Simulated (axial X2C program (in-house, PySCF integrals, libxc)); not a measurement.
# AsN: properties at the nuclei

Aim: properties at the nuclei of AsN, with spin–orbit coupling in the Hamiltonian from the start.

The runs use an in-house X2C program for linear molecules on PySCF integrals; two-component X2C with atomic mean-field terms, As dyall-cv3z, N dyall-av3z.

All values are calculated.

### 1 The job

Contents of task.json:

```json
{"zs": [33, 7], "q": 0, "bas": ["dyall-cv3z", "dyall-av3z"], "r0": 1.74, "levels": ["PBE0", "HF", "PBE", "LDA", "BHandHLYP"], "nst": 3}
```

Keys: zs atomic numbers; q charge; bas basis sets; r0 starting distance in Å; levels methods (HF also brings MP2); nst determinants followed.

The run is started by

```console
$ python soeom.py task.json out
```

Further steps of the session: Expectation values, lowest determinant.

**Question.** What will these runs give? Wanted: lowest determinant; qzz As; qzz N; μ.

The runs gave:

| quantity | value |
| --- | --- |
| lowest determinant | Ω = 0 (closed shell) |
| qzz As (a.u.), PBE0 | -4.22 |
| qzz N (a.u.), PBE0 | -1.00 |
| μ (D), PBE0 | -3.13 |

What this shows: The expectation values come from single determinants, which for open shells can mix terms of unlike spin or miss the lowest Ω, so a determinant need not be a state. qzz is the electric field gradient, eQq0 = 234.96 MHz × Q/barn × qzz; μ is positive if N is the positive end. The operators were transformed with the bare-nucleus X2C matrices.
